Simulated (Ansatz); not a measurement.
**ClGeHO (SMILES [OH][Ge][Cl]): one structure at several levels**

An exercise on one series of results from a longer session: the logs are not shown, and one member is left open.

Program: Ansatz 0.2.0, Gaussian basis. Level of theory: single points in def2-TZVPP. These are calculated values, not measurements.

Correlated methods freeze the cores. Filled d shells of the heavier atoms are correlated. B3LYP uses VWN-RPA correlation.

## The system as given

SMILES `[OH][Ge][Cl]`, 4 atoms, charge 0, spin multiplicity 1.

Atoms are counted from 1 here; the program's logs count them from 0.

Bond lengths: O1–Ge2 1.747 Å, O1–H4 0.867 Å, Ge2–Cl3 2.159 Å. Angles: Ge2–O1–H4 131.0°, O1–Ge2–Cl3 100.0°.

Coordinates:

```
O    -0.7186    0.5170   -0.4587
Ge   -0.5154   -0.7308    0.7475
Cl    1.6186   -1.0301    0.6226
H    -0.1491    0.8838   -0.9993
```

Set-up of the first run:

run/in.yaml reads:

```yaml
crystal:
  periodic: [false, false, false]
  atoms:
    - {symbol: O, position_ang: [-0.718600, 0.517000, -0.458700]}
    - {symbol: Ge, position_ang: [-0.515400, -0.730800, 0.747500]}
    - {symbol: Cl, position_ang: [1.618600, -1.030100, 0.622600]}
    - {symbol: H, position_ang: [-0.149100, 0.883800, -0.999300]}
basis:
  gaussian: {orbitals: def2-TZVPP}
correlation: {method: ccsd_t}
output: {forces: true}
```

No record of the launch command was kept for these runs.

Among the steps run: CCSD(T)/def2-TZVPP; PBE0-D4/def2-TZVPP; wB97M-V/def2-TZVPP; r2SCAN-D4/def2-TZVPP; PBE-D4/def2-TZVPP; B3LYP-D4/def2-TZVPP; HSE06-D4/def2-TZVPP.

One table of the session follows, with a row left open; its other results are not shown here.

| method | RMS force component (eV/Å) | angle to CCSD(T) forces (°) | dipole (D) |
| --- | --- | --- | --- |
| CCSD(T) | 2.786 | reference | 0.74 |
| PBE0-D4 | 2.760 | 0.8 | 0.79 |
| wB97M-V | 2.758 | 1.4 | 0.82 |
| r2SCAN-D4 | 2.791 | 1.0 | 0.79 |
| PBE-D4 | ? | ? | ? |
| B3LYP-D4 | 2.771 | 4.3 | 0.80 |
| HSE06-D4 | 2.764 | 0.9 | 0.79 |

Q: Estimate the row for PBE-D4 from the others.

**Answer.** RMS force component (eV/Å): 2.938; angle to CCSD(T) forces (°): 5.2; dipole (D): 0.78. In the column «RMS force component (eV/Å)» it is the highest.
